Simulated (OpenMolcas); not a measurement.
# CH3BF2 (borane,difluoromethyl) at B97-D (no dispersion term)/3-21G

We compute a geometry optimisation of CH3BF2 (borane,difluoromethyl). 

The calculation is run with OpenMolcas 26.06.

**1. The system as given**

CH3BF2 has 7 atoms, charge 0, and is taken as a singlet. As SMILES, `CB(F)F`. All atoms were displaced at random from a relaxed shape. The run starts from this shape.

Bond lengths: C1–B2 1.544 Å, B2–F3 1.471 Å, B2–F4 1.360 Å, C1–H5 1.136 Å, C1–H6 1.097 Å, C1–H7 1.049 Å. Angles: C1–B2–F3 128.6°, C1–B2–F4 119.7°, F3–B2–F4 111.6°, B2–C1–H5 102.3°, B2–C1–H6 115.3°, B2–C1–H7 112.1°, H5–C1–H6 108.7°, H5–C1–H7 106.6°, H6–C1–H7 111.0°.

**2. A geometry optimisation at B97-D (no dispersion term)/3-21G**

Input file job.input:

```
&GATEWAY
  Coord
  7
  angstrom
  C       -0.171773       0.684059      -0.129537
  B        0.117225      -0.817673       0.083156
  F        0.721086      -1.479193       1.250310
  F       -0.281745      -1.719603      -0.853045
  H        0.169977       1.137660       0.853829
  H        0.384094       1.157280      -0.947727
  H       -1.199434       0.881003      -0.209356
  Basis=3-21G
  Group=NoSym
>>> EXPORT MOLCAS_MAXITER=50
>>> Do While

&SEWARD

&SCF
  KSDFT=GGA_XC_B97_D
  PrOrbitals=0

&SLAPAF
>>> EndDo
```

Started as:

```bash
$ export MOLCAS_MEM=1860
$ pymolcas job.input > job.log
```

Q: Predict the results. Wanted: total energy at the end; dipole moment; HOMO energy; LUMO energy; HOMO–LUMO gap.

Answer, from the run:

At B97-D (no dispersion term)/3-21G:

```
               quantity          value
total energy at the end  -263.01310 Eh
          dipole moment         1.76 D
            HOMO energy       -8.36 eV
            LUMO energy       -0.39 eV
          HOMO–LUMO gap        7.98 eV
```

**Reading.** At the final geometry: Bond lengths: C1–B2 1.569 Å, B2–F3 1.365 Å, B2–F4 1.367 Å, C1–H5 1.099 Å, C1–H6 1.105 Å, C1–H7 1.104 Å. Angles: C1–B2–F3 123.5°, C1–B2–F4 122.2°, F3–B2–F4 114.3°, B2–C1–H5 112.7°, B2–C1–H6 110.5°, B2–C1–H7 110.8°, H5–C1–H6 108.1°, H5–C1–H7 108.3°, H6–C1–H7 106.1°. The optimisation took 6 steps and changed the energy by -0.398 eV. Mulliken charges run from -0.95 on C1 to +0.78 on B2.
